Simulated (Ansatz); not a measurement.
# Zn4Se3S: the cost of one run

Program: Ansatz 0.2.0. Level of theory: DFT PBE, scalar-relativistic, plane waves, PAW. These are calculated values, not measurements.

1 further run of the same task is left out (it didn't finish). Runs told in other sessions of the task aren't counted.

## 1. Starting point

It takes space group P3m1 (No. 156, trigonal). Conventional cell: a = 3.999 Å, b = 3.999 Å, c = 13.106 Å, α = 90.00°, β = 90.00°, γ = 120.00°. Zn (site symmetry 3m) has 1 S at 2.36 Å and 3 Se at 2.47 Å in its first shell of neighbours. Zn (site symmetry 3m) has 4 Se at 2.46 to 2.48 Å in its first shell of neighbours. Around Zn (site symmetry 3m) lie 3 S at 2.42 Å and 1 Se at 2.49 Å. Se (site symmetry 3m) has 4 Zn at 2.46 to 2.48 Å in its first shell of neighbours. Se (site symmetry 3m) is surrounded by 4 Zn at 2.46 to 2.49 Å. Se (site symmetry 3m) has 4 Zn at 2.47 to 2.48 Å in its first shell of neighbours. S (site symmetry 3m) has 4 Zn at 2.36 to 2.42 Å in its first shell of neighbours.

As a file:

```cif
data_structure
_symmetry_space_group_name_H-M 'P 1'
_symmetry_Int_Tables_number 1
_cell_length_a 3.9992
_cell_length_b 3.9992
_cell_length_c 13.1058
_cell_angle_alpha 90.000
_cell_angle_beta 90.000
_cell_angle_gamma 120.000
_cell_volume 181.53
loop_
_atom_site_label
_atom_site_type_symbol
_atom_site_fract_x
_atom_site_fract_y
_atom_site_fract_z
_atom_site_occupancy
Zn1 Zn 0.00000 0.00000 0.00805 1
Zn2 Zn 0.00000 0.00000 0.49785 1
Zn3 Zn 0.33333 0.66667 0.24228 1
Zn4 Zn 0.66667 0.33333 0.75262 1
Se1 Se 0.00000 0.00000 0.68684 1
Se2 Se 0.33333 0.66667 0.43233 1
Se3 Se 0.66667 0.33333 0.94206 1
S1 S 0.00000 0.00000 0.18797 1
```

It is the end of an earlier relaxation with the same method, from a generated guess; it needn't be the stable form of this composition. At a tolerance of 0.02 Å it has space group P3m1 (No. 156); it has 22.69 Å³/atom, an uncorrected energy of -0.73 eV/atom over the elements.

## 2. Bands, states and charges

File input.yaml:

```yaml
crystal:
  lattice:
    - [3.9992222959, -2.89e-08, 0.0]
    - [-1.9996111229, 3.463428118, 0.0]
    - [0.0, 0.0, 13.1057887]
  atoms:
    - { symbol: Zn, position: [0.0, 0.0, 0.008055] }
    - { symbol: Zn, position: [0.0, 0.0, 0.497847] }
    - { symbol: Zn, position: [0.3333333333, 0.6666666667, 0.242283] }
    - { symbol: Zn, position: [0.6666666667, 0.3333333333, 0.752616] }
    - { symbol: Se, position: [0.0, 0.0, 0.686837] }
    - { symbol: Se, position: [0.3333333333, 0.6666666667, 0.432332] }
    - { symbol: Se, position: [0.6666666667, 0.3333333333, 0.942063] }
    - { symbol: S, position: [0.0, 0.0, 0.187967] }
basis:
  ecutwfc: 420
kpoints:
  mp_grid: { grid: [12, 12, 2] }
  band_path:
    path:
      - [[0.0, 0.0, 0.0], [0.5, 0.0, 0.0], [0.33333333, 0.33333333, 0.0], [0.0, 0.0, 0.0], [0.0, 0.0, 0.5], [0.5, 0.0, 0.5], [0.33333333, 0.33333333, 0.5], [0.0, 0.0, 0.5]]
      - [[0.5, 0.0, 0.5], [0.5, 0.0, 0.0]]
      - [[0.33333333, 0.33333333, 0.5], [0.33333333, 0.33333333, 0.0]]
    npoints: 14
hamiltonian:
  xc: pbe
scf:
  occupations: { method: gaussian, width: 0.02 }
  n_extra_bands: 20
output:
  forces: true
  stress: true
  eigenvalues: true
  populations: true
  dos: { projected: true, de: 0.02, nscf_kmesh: { grid: [18, 18, 3] } }
  bader: true
  write_density: true
  write_potential: true
  elf: true
  volumetric_format: npy
```

On the command line:

```
$ ansatz run input.yaml --threads 4 --pin off --max-ram 8192MiB --backend cpu --events-out ev --progress --plain --runs-dir out
```

Q: Estimate wall time and peak memory on 4 threads of Intel Xeon 6975P-C (Granite Rapids), shared host.

About 43 s, with a peak of 1.4 GiB.
